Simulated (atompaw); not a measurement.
# A PAW (atompaw) potential for Ru, from input to tests

Aim: build the potential from the settings below, then test how well it stands in for the atom: scattering, ghost states and the plane-wave cutoff that it needs.

Program: atompaw 4.2.0.5. Reference atom: PBE, scalar-relativistic, spherical and spin-unpolarised. All values are calculated.

### 1 The atom and the settings

Typed settings, in words:

```
element                 : ruthenium (Ru, Z = 44)
type                    : PAW
frozen core             : [Ar] 3d10 4s2
valence charge          : 14
reference configuration : 4p6 4d6.5 5s0 5p0 (charge +1.5)
partial waves           : 5s (bound, empty): rc 2.30 bohr; 5s channel at -0.6 Ry: rc 2.30 bohr; 4p (bound): rc 1.35 bohr; 5p (bound, empty): rc 1.55 bohr; 4d (bound): rc 2.30 bohr; 4d channel at 1.35 Ry: rc 2.30 bohr
local potential         : bessel scheme, radius 1.60 bohr
core correction         : smooth core density matched at 1.90 bohr
augmentation charge     : sinc compensation charge, radius 2.25 bohr; PAW radius 2.30 bohr; waves and projectors: custom polynom vanderbiltortho
```

An earlier all-electron run gives the scale for the radii.

All-electron outer shells of the reference configuration (PBE, scalar-relativistic, ld1.x):

```tsv
shell	level (eV)	outermost node (bohr)	outermost maximum (bohr)
4s	-89.88	0.48	0.92
4p	-59.88	0.49	0.98
4d	-18.11	0.48	1.21
5s	-14.62	1.23	2.50
5p	-9.62	1.38	3.09
4f	-2.17	–	7.99
```

### 2 Generation

Input file Ru.input:

```
Ru 44
GGA-PBE scalarrelativistic loggrid 1500 logderivrange -6 5 276
5 5 4 0 0 0
5 0 0
5 1 0
4 2 6.5
0 0 0
c
c
c
c
v
c
c
v
v
c
v
2
2.30 2.25 1.60 1.90
y
-0.6
n
n
y
1.35
n
custom polynom vanderbiltortho sinc
bessel
2.30
2.30
1.35
1.55
2.30
2.30
PWSCFOUT
UPFDX 0.0125d0 UPFXMIN -7.d0 UPFZMESH 44.d0
END
```

On the command line:

```
$ atompaw < Ru.input > Ru.log
```

**Question.** What will these runs give? Wanted: cutoffs for 10 and 1 mRy, occupied levels; bound ghosts; largest phase difference near zero energy, channels read; lowest eigenvalue of the overlap; share of valence orbitals outside the PAW sphere; UPF file.

As calculated:

| quantity | value |
| --- | --- |
| cutoffs for 10 and 1 mRy, occupied levels | 35 Ry and 70 Ry |
| bound ghosts | s at -94.74 eV |
| largest phase difference near zero energy, channels read | 0.001 rad |
| lowest eigenvalue of the overlap (Bessel basis) | 0.353 (s) |
| share of valence orbitals outside the PAW sphere | 5s 71 %, 4p 1 %, 5p 87 %, 4d 14 % |
| UPF file | written |

**Reading.** It has a bound ghost (s), a state that the atom doesn't have, and that rules the file out. Close by lies the frozen 4s level (-89.9 eV). The potential is soft on the atom at that tolerance: the looser tolerance needs 35 Ry. Near zero energy the phases of the channels with partial waves agree within 0.001 rad. All of this concerns the isolated atom, not yet a solid.
